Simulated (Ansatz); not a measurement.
## LiBe, space group Pm-3m: a scan of one input key, step by step

Program: Ansatz 0.2.0 through its Python package.

At the Python prompt:
```pycon
>>> from dataclasses import dataclass
>>> import warnings
>>> import ansatz as az
>>> import numpy as np
>>> from tabulate import tabulate
>>> @dataclass
... class Options:
...     kmesh: tuple[int, ...] = (8, 8, 8)
...     smearing_width: float = 0.15
...     xc: str = "r2scan"
...
>>> opts = Options()
>>> warnings.simplefilter("ignore", az.DeckWarning)
>>> vectors = np.array([
...     [2.81115, 0.0, 0.0],
...     [0.0, 2.81115, 0.0],
...     [0.0, 0.0, 2.81115],
... ])
>>> system = (
...     az.Lattice.of(vectors)
...     .atom("Li", [0.0, 0.0, 0.0])
...     .atom("Be", [0.5, 0.5, 0.5])
... )
>>> [site.symbol for site in system.resolved().sites]
['Li', 'Be']
>>> job = (
...     system.calculation()
...     .kpoints(*opts.kmesh)  # the mesh must be finer for metals
...     .occupations(az.OccupationsMethod.FERMI_DIRAC, width=opts.smearing_width)  # smearing steadies the SCF of a metal
...     .functional(opts.xc)
...     .pseudopotentials("paw")
...     .band_table()
... )
>>> typed = job.input()
>>> rows = []
>>> for value in [1, 2, 3]:
...     edited = typed.set(az.key.basis.xc_grid, value)
...     r = az.Session.from_dict(edited).plan().execute().report
...     rows.append((value, r["free_energy_ev"], r["n_iterations"], len(r["eigenvalues_ev"][0]) if "eigenvalues_ev" in r else 0))
...

>>> print(tabulate(rows, headers=["xc grid", "F eV", "iterations", "bands listed"], floatfmt=".4f", tablefmt="simple"))
  xc grid       F eV    iterations    bands listed
---------  ---------  ------------  --------------
        1  -297.7064             6               7
        2  -297.7067             6               7
        3  -297.7067             6               7
```

Total energies depend on the potentials; only differences at equal settings carry meaning. A total without «per atom» is that of the cell as typed. The mesh is modest for a metal, so energies can be off by several to tens of meV an atom and pressures by half a GPa or more; differences at equal mesh fare better. The smearing is wide enough that free energy and stress hold a thermal part of the electrons. This cell is a computed structure, which may not be the phase found in nature. The whole script took 3.7 s on 1 thread of Arm Neoverse V1, with other jobs on the host, peak memory 0.35 GiB.

(Lines on the test bed's own set-up are left out of the output.)
